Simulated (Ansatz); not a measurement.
# BH₃OSe (SMILES B[Se]O): one structure at several levels

An exercise on one series of results from a longer session: the logs are not shown, and one member is left open.

Program: Ansatz 0.2.0, Gaussian basis. Level of theory: single points in def2-TZVPP. These are calculated values, not measurements.

Cores are frozen in the correlated methods. Filled d shells of the heavier atoms are correlated.

### Starting geometry

SMILES `B[Se]O`, 6 atoms, charge 0, spin multiplicity 1.

Atoms are counted from 1 here; the program's logs count them from 0.

Bond lengths: B1–Se2 1.851 Å, B1–H4 1.154 Å, B1–H5 1.125 Å, Se2–O3 1.816 Å, O3–H6 0.941 Å. Angles: Se2–B1–H4 115.9°, Se2–B1–H5 121.9°, H4–B1–H5 122.1°, B1–Se2–O3 102.7°, Se2–O3–H6 108.0°.

Coordinates:

```xyz
6
BH3OSe
B    -0.8827   -0.0673   -0.5879
Se    0.4624   -1.1069    0.1448
O     1.2769    0.0440    1.2895
H    -1.5722   -0.5964   -1.3477
H    -1.0007    1.0214   -0.3295
H     1.7080    0.7063    0.7788
```

The first run:

Contents of run/in.yaml:

```yaml
crystal:
  periodic: [false, false, false]
  atoms:
    - {symbol: B, position_ang: [-0.882700, -0.067300, -0.587900]}
    - {symbol: Se, position_ang: [0.462400, -1.106900, 0.144800]}
    - {symbol: O, position_ang: [1.276900, 0.044000, 1.289500]}
    - {symbol: H, position_ang: [-1.572200, -0.596400, -1.347700]}
    - {symbol: H, position_ang: [-1.000700, 1.021400, -0.329500]}
    - {symbol: H, position_ang: [1.708000, 0.706300, 0.778800]}
basis:
  gaussian: {orbitals: def2-TZVPP}
correlation: {method: ccsd_t}
output: {forces: true}
```

No record of the launch command was kept for these runs.

Among the steps run: CCSD(T)/def2-TZVPP; PBE0-D4/def2-TZVPP; wB97M-V/def2-TZVPP; r2SCAN-D4/def2-TZVPP; PBE-D4/def2-TZVPP; BHLYP-D4/def2-TZVPP; HSE06-D4/def2-TZVPP.

One table of the session follows, with a row left open; its other results are not shown here.

| method | RMS force component (eV/Å) | angle to CCSD(T) forces (°) | dipole (D) |
| --- | --- | --- | --- |
| CCSD(T) | 0.688 | reference | 1.27 |
| PBE0-D4 | 0.695 | 8.4 | 1.29 |
| wB97M-V | 0.648 | 6.2 | 1.33 |
| r2SCAN-D4 | 0.700 | 7.4 | 1.26 |
| PBE-D4 | 0.831 | 14.1 | 1.19 |
| BHLYP-D4 | ? | ? | ? |
| HSE06-D4 | 0.698 | 8.2 | 1.29 |

Q: Estimate the row for BHLYP-D4 from the others.

The run gave: RMS force component (eV/Å): 0.554; angle to CCSD(T) forces (°): 21.3; dipole (D): 1.43. In the column «RMS force component (eV/Å)» it is the lowest.
